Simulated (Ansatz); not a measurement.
Relaxation of a periodic cell of 15 atoms, Al8N7 (host AlN, host structure P6_3mc, one N atom removed), cell charge -1, to a largest force component of 0.03 eV/Å in at most 60 steps.

Level of theory: Ansatz 0.2.0, DFT PBE, scalar-relativistic, plane waves, PAW. Settings: PAW set soft_1, cutoff 420 eV, k mesh 2x3x3, gaussian smearing 0.02 eV, no spin polarisation.

```xyz
15
Lattice="-3.1100 -5.3867 0.0000 4.6650 -2.6933 0.0000 0.0000 0.0000 4.9800" Properties=species:S:1:pos:R:3:forces:R:3
Al 1.555 -4.489 0.000 -1.13 0.65 -0.59
Al 0.000 -3.591 2.490 -0.06 0.03 0.84
N 1.555 -4.489 1.902 0.38 -0.22 -0.06
N -1.555 -4.489 1.902 -0.77 -0.44 -0.03
Al 0.000 -1.796 0.000 0.22 -1.37 -0.36
Al 3.110 -3.591 2.490 0.10 -0.17 0.37
N 0.000 -1.796 1.902 0.00 0.89 -0.03
N 3.110 -3.591 4.392 0.21 0.40 -0.13
Al 3.110 -1.796 0.000 -0.38 0.22 -0.09
Al 1.555 -0.898 2.490 -0.20 0.12 0.44
N 3.110 -1.796 1.902 0.01 -0.01 -0.10
N 1.555 -0.898 4.392 0.37 -0.22 -0.14
Al -1.555 -4.489 0.000 1.29 0.49 -0.36
Al 1.555 -6.284 2.490 0.19 0.00 0.37
N 1.555 -6.284 4.392 -0.25 -0.38 -0.13
```

Q: Where does it end, and by what steps?

A: The forces met the threshold. Limits of this set-up: coarse k mesh, no spin, though dangling bonds at a vacancy may carry it, a small cell, in which the defect meets its images, charged cell in a uniform background, uncorrected. After 9 steps the energy has fallen by 0.412 eV; Al5 moved furthest, 0.14 Å.

| step | energy less start (eV) | largest force component (eV/Å) | accepted |
| --- | --- | --- | --- |
| 0 | 0.0000 | 1.366 | yes |
| 1 | -0.2917 | 0.508 | yes |
| 2 | -0.3398 | 0.170 | yes |
| 3 | -0.3510 | 0.123 | yes |
| 4 | -0.2395 | 0.979 | no |
| 5 | -0.3708 | 0.238 | yes |
| 6 | -0.4069 | 0.164 | yes |
| 7 | -0.4100 | 0.077 | yes |
| 8 | -0.4094 | 0.056 | no |
| 9 | -0.4116 | 0.022 | yes |

```xyz
15
Lattice="-3.1100 -5.3867 0.0000 4.6650 -2.6933 0.0000 0.0000 0.0000 4.9800" Properties=species:S:1:pos:R:3
Al 1.446 -4.426 0.045
Al -0.081 -3.544 2.573
N 1.523 -4.471 2.001
N -1.590 -4.494 1.832
Al 0.055 -1.896 -0.082
Al 3.108 -3.604 2.527
N -0.012 -1.763 1.832
N 3.117 -3.613 4.427
Al 3.128 -1.806 0.016
Al 1.550 -0.895 2.451
N 3.116 -1.799 1.917
N 1.598 -0.922 4.335
Al -1.441 -4.486 -0.082
Al 1.565 -6.277 2.527
N 1.578 -6.280 4.427
```

Whether the end is a true minimum wasn't checked by a vibrational analysis.

Run time: 71 s on 1 thread of Arm Neoverse V1, on a shared host, peak memory 0.37 GiB.
